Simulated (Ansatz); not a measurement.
## ScZn, space group Pm-3m: cell relaxations under several functionals, step by step

Computed with Ansatz's Python interface.

Typed at the interpreter:
```pycon
>>> import ansatz as az
>>> import numpy as np
>>> def edges_and_angles(cell):
...     cell = np.asarray(cell)
...     a, b, c = np.linalg.norm(cell, axis=1)
...     cosines = cell[1] @ cell[2] / (b * c), cell[0] @ cell[2] / (a * c), cell[0] @ cell[1] / (a * b)
...     return (a, b, c, *np.degrees(np.arccos(cosines)))
...
>>> lattice = az.Lattice.of(
...     (3.35, 0.0, 0.0),
...     (0.0, 3.35, 0.0),
...     (0.0, 0.0, 3.35),
... )
>>> sites = [
...     ('Sc', (0.0, 0.0, 0.0)),
...     ('Zn', (0.5, 0.5, 0.5)),
... ]
>>> structure = az.Crystal(lattice=lattice)
>>> for symbol, position in sites:
...     structure = structure.atom(symbol, position)
...
>>> calc = (
...     structure.calculation()
...     .basis(500)
...     .kpoints(density=4.5)
...     .occupations('fermi_dirac', width=0.1)
...     .scf(tolerance=1e-08)
...     .relax(cell=True)
... )
>>> levels = [('r2scan', 'd4'), ('blyp', 'd3bj'), ('pbesol', 'none')]
>>> print('level            a       b       c    alpha   beta  gamma  V/atom  steps')
level            a       b       c    alpha   beta  gamma  V/atom  steps
>>> for name, dispersion in levels:
...     seen = []
...     run = calc.functional(name, dispersion=dispersion).session().plan()
...     result = run.execute(on_event=lambda e: seen.append(e) if e['event'] == 'relax_step' else None)
...     cell = result.lattice.cell_ang
...     label = name if dispersion == 'none' else f'{name}+{dispersion}'
...     print('{:13s} {:7.4f} {:7.4f} {:7.4f} {:6.2f} {:6.2f} {:6.2f}'.format(label, *edges_and_angles(cell)), f'{abs(np.linalg.det(cell)) / len(result.lattice.sites):7.3f} {len(seen):5d}')
...
DeckWarning: relax.cell: scf.convergence.dr2_threshold = 1e-8 eV is looser than the 2e-10 eV advised for a relaxation that steers and ends on the stress (1e-10 eV for each atom of the cell: 2). What an SCF threshold leaves in a stress goes as its square root, [...]
r2scan+d4      3.3201  3.3201  3.3201  90.00  90.00  90.00  18.299     5
blyp+d3bj      3.2652  3.2652  3.2652  90.00  90.00  90.00  17.406     5
pbesol         3.3018  3.3018  3.3018  90.00  90.00  90.00  17.998     5
```

From smallest to largest: BLYP+D3BJ (17.41 Å³ an atom, -7.4 % against the start), PBEsol (18.00 Å³ an atom, -4.3 % against the start) and r2SCAN+D4 (18.30 Å³ an atom, -2.7 % against the start). The spread is 5.1 % in volume.

Notes:
- Forces vanish by symmetry, so the ions can't move, and the end may be a saddle.
- BLYP and dispersion corrections can be off by several per cent in the lattices of metals, and by several GPa in the pressure at a fixed cell.
- For a metal this k-point mesh is coarse: on a finer one energies can move by several to tens of meV an atom and pressures by half a GPa or more, differences at one mesh by less.
- The starting cell is as deposited in a crystallographic database; the results hold for this polymorph, which needn't be the stable one.
- Warnings are shown shortened and without file and line.
- The whole script took 39 s on 1 thread of Arm Neoverse V1 (shared host), peak memory 0.47 GiB.
